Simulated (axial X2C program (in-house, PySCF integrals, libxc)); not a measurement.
**WI⁺: Ω levels from open-shell CI on d4 s0 p(π)0**

Aim: the spin–orbit levels of WI⁺ that arise from the configuration d4 s0 p(π)0 of W, and how they move with the bond.

Computed with an in-house X2C program for linear molecules on PySCF integrals. Level: two-component X2C, average-of-configuration Hartree–Fock and CI in the open shells.

All values are calculated.

## 1. Set-up

task.json reads:

```json
{
 "zs": [
  74,
  53
 ],
 "q": 1,
 "bas": [
  "dyall-v2z",
  "dyall-v2z"
 ],
 "r0": 2.7,
 "metal": 0,
 "shells": [
  [
   2,
   [
    0,
    1,
    2
   ],
   4
  ],
  [
   0,
   [
    0
   ],
   0
  ],
  [
   1,
   [
    1
   ],
   0
  ]
 ],
 "fix": 0,
 "emax": 3.2,
 "nroots": 4
}
```

Keys: zs atomic numbers; q charge; bas basis sets; r0 starting distance in Å; metal index of the metal atom; shells open shells as [l, |m| values, electrons]; fix electron count of the first shell held; emax energy window in eV; nroots roots for each Ω.

Run with:

```bash
$ python soci.py task.json out
```

Two-component X2C with atomic mean-field Coulomb and Gaunt terms, basis W dyall-v2z, I dyall-v2z (cores contracted in-house). Orbitals come from Hartree–Fock averaged over the configuration W d4 s0 p(π)0; CI then distributes these electrons over the d, s, p(π) shells of W.

## 2. CI at R = 2.593 Å

Output:

```text
average of configuration d4 s0 p(π)0
basis functions 205  fitting functions 1214
iter      average energy  largest gradient
   1     -23246.453768476   2.31e+00
   2     -23246.547857723   8.78e-03
   3     -23246.548048944   3.42e-03
   4     -23246.548059355   9.11e-04
   5     -23246.548068190   4.68e-04
   6     -23246.548069058   1.58e-04
   7     -23246.548069462   4.67e-05
   8     -23246.548069508   1.49e-05
converged
CI levels
2*Omega        energy/Eh    cm-1   g(par)  dipole/D  leading shell counts
    0    -23246.66324828        0   0.000   -1.153  {'4 0 0': 0.999}
    2    -23246.66022672      663   4.718   -1.069  {'4 0 0': 0.999}
    0    -23246.65807795     1135   0.000   -1.075  {'4 0 0': 0.999}
    2    -23246.65589502     1614   3.024   -1.050  {'4 0 0': 0.999}
    4    -23246.65217733     2430   5.916   -1.164  {'4 0 0': 0.999}
    6    -23246.64668635     3635   9.819   -1.188  {'4 0 0': 0.999}
    0    -23246.64375806     4278   0.000   -1.443  {'4 0 0': 0.999}
    0    -23246.64270581     4509   0.000   -1.381  {'4 0 0': 0.999}
    2    -23246.63922636     5272   1.271   -1.398  {'4 0 0': 0.999}
    4    -23246.63746845     5658   7.226   -1.428  {'4 0 0': 0.999}
    0    -23246.63636087     5901   0.000   -1.268  {'4 0 0': 0.999}
    2    -23246.63585545     6012   2.952   -1.301  {'4 0 0': 0.999}
    4    -23246.63424840     6365   4.629   -1.357  {'4 0 0': 0.999}
    6    -23246.63108851     7058   7.959   -1.428  {'4 0 0': 0.999}
    8    -23246.62806758     7721  11.764   -1.494  {'4 0 0': 0.999}
    0    -23246.61596683    10377   0.000   -1.229  {'4 0 0': 0.996}
    4    -23246.61153786    11349   2.239   -1.056  {'4 0 0': 0.997}
    0    -23246.60191421    13461   0.000   -1.057  {'4 0 0': 0.997}
    0    -23246.60185508    13474   0.000   -1.171  {'4 0 0': 0.997}
    6    -23246.59947438    13997   5.930   -1.157  {'4 0 0': 0.998}
    8    -23246.59431023    15130   7.780   -1.185  {'4 0 0': 0.998}
    6    -23246.59285381    15450   7.291   -1.057  {'4 0 0': 0.999}
    8    -23246.58658148    16826   9.380   -1.200  {'4 0 0': 0.999}
   10    -23246.58465539    17249  10.622   -1.166  {'4 0 0': 0.999}
    8    -23246.58271404    17675   9.328   -1.062  {'4 0 0': 0.999}
   12    -23246.57405253    19576  13.773   -1.196  {'4 0 0': 0.999}
   10    -23246.57136023    20167  11.385   -1.349  {'4 0 0': 0.999}
   10    -23246.56180577    22264  11.311   -1.307  {'4 0 0': 0.998}
   10    -23246.54932231    25004  10.701   -1.223  {'4 0 0': 0.999}
```

Dipoles in the output refer to the first atom as origin, so for this ion they depend on that choice.

Wall time 2.6 s (1 thread of Arm Neoverse N1, shared host); peak memory 0.37 GiB.

Active spinors (ω > 0; filled shells left out):

```tsv
shell	ω	ε (eV)	character
d	1/2	-9.32	71% W d, 25% W s
d	3/2	-9.23	98% W d
d	1/2	-8.78	84% W d, 9% W s, 4% I p
d	5/2	-8.68	100% W d
d	3/2	-8.53	91% W d, 6% I p
s	1/2	0.28	90% W s, 5% W p, 3% I d
p(π)	1/2	-3.35	92% W p, 5% I p
p(π)	3/2	-3.09	92% W p, 5% I p
```

The levels:

```tsv
Ω	energy (cm⁻¹)	g∥	configuration
0	0	0.00	100% d4
1	663	4.72	100% d4
0	1135	0.00	100% d4
1	1614	3.02	100% d4
2	2430	5.92	100% d4
3	3635	9.82	100% d4
0	4278	0.00	100% d4
0	4509	0.00	100% d4
1	5272	1.27	100% d4
2	5658	7.23	100% d4
0	5901	0.00	100% d4
1	6012	2.95	100% d4
2	6365	4.63	100% d4
3	7058	7.96	100% d4
4	7721	11.76	100% d4
0	10377	0.00	100% d4
2	11349	2.24	100% d4
0	13461	0.00	100% d4
0	13474	0.00	100% d4
3	13997	5.93	100% d4
```

g∥ is the magnitude of 2⟨Lz + ge Sz⟩ for the +Ω component.

## 3. The same at R = 2.800 Å

```tsv
Ω	energy (cm⁻¹)	g∥	configuration
0	0	0.00	100% d4
1	767	4.22	100% d4
0	1422	0.00	100% d4
1	1976	3.45	100% d4
2	2516	6.11	100% d4
0	3804	0.00	100% d4
3	3870	9.77	100% d4
0	4327	0.00	100% d4
1	4694	2.62	100% d4
2	4736	7.27	100% d4
```

## 4. Curves along the bond

The same input was run at the other distances (logs left out). Energies in cm⁻¹ from the lowest point; levels are followed by energy order within each Ω.

```tsv
R (Å)	(1)Ω=0	(1)Ω=1	(2)Ω=0	(2)Ω=1	(1)Ω=2	(1)Ω=3	(3)Ω=0
2.411	2229	2733	3121	3584	4529	5660	7141
2.502	488	1078	1496	1961	2855	4018	5049
2.593	0	663	1135	1614	2430	3635	4278
2.697	508	1234	1792	2302	2994	4264	4521
2.800	1764	2531	3186	3740	4280	5634	5568
2.917	3762	4554	5318	5930	6278	7744	7386
3.060	6656	7463	8333	9020	9143	10744	10124
```

Constants where the minimum is well bracketed:

```tsv
level of the curve	Te (cm⁻¹)	Re (Å)	ωe (cm⁻¹)
(1)Ω=0	0	2.592	218.2
(1)Ω=1	660	2.586	218.9
(2)Ω=0	1124	2.579	224.3
(2)Ω=1	1600	2.577	226.7
(1)Ω=2	2427	2.586	219.3
(1)Ω=3	3628	2.582	223.0
(3)Ω=0	4242	2.619	212.8
```

## 5. Summary of results

```
                 quantity                      value
lowest level of the model  Ω = 0, g∥ = 0.00, 100% d4
               next level     Ω = 1, 663 cm⁻¹ higher
  lowest curve, Re and ωe        2.592 Å, 218.2 cm⁻¹
```

In words: From 2.593 to 2.800 Å the gap from the lowest to the fifth level goes from 2430 to 2516 cm⁻¹. Without dynamic correlation distances can be off by several hundredths of an Å, and the wavenumbers are rough. Dynamic correlation is missing, so gaps between terms are too wide and other configurations may lie lower; the lowest level listed is that of this model, not necessarily the ground state. For d shells the ligand-field splittings (σ, π, δ) and their order can be off by a thousand cm⁻¹ or more. At most 4 roots were kept for each Ω > 0 (twice that for Ω = 0) within 3.2 eV of the lowest, so higher up levels can be missing between those listed; levels with Ω > 0 are doubly degenerate and listed once, Ω = 0 levels singly. Some active spinors are only partly of the character that their shell is named for, so the shell names and counts are nominal. States that fill the shells left empty in the average are placed too high.
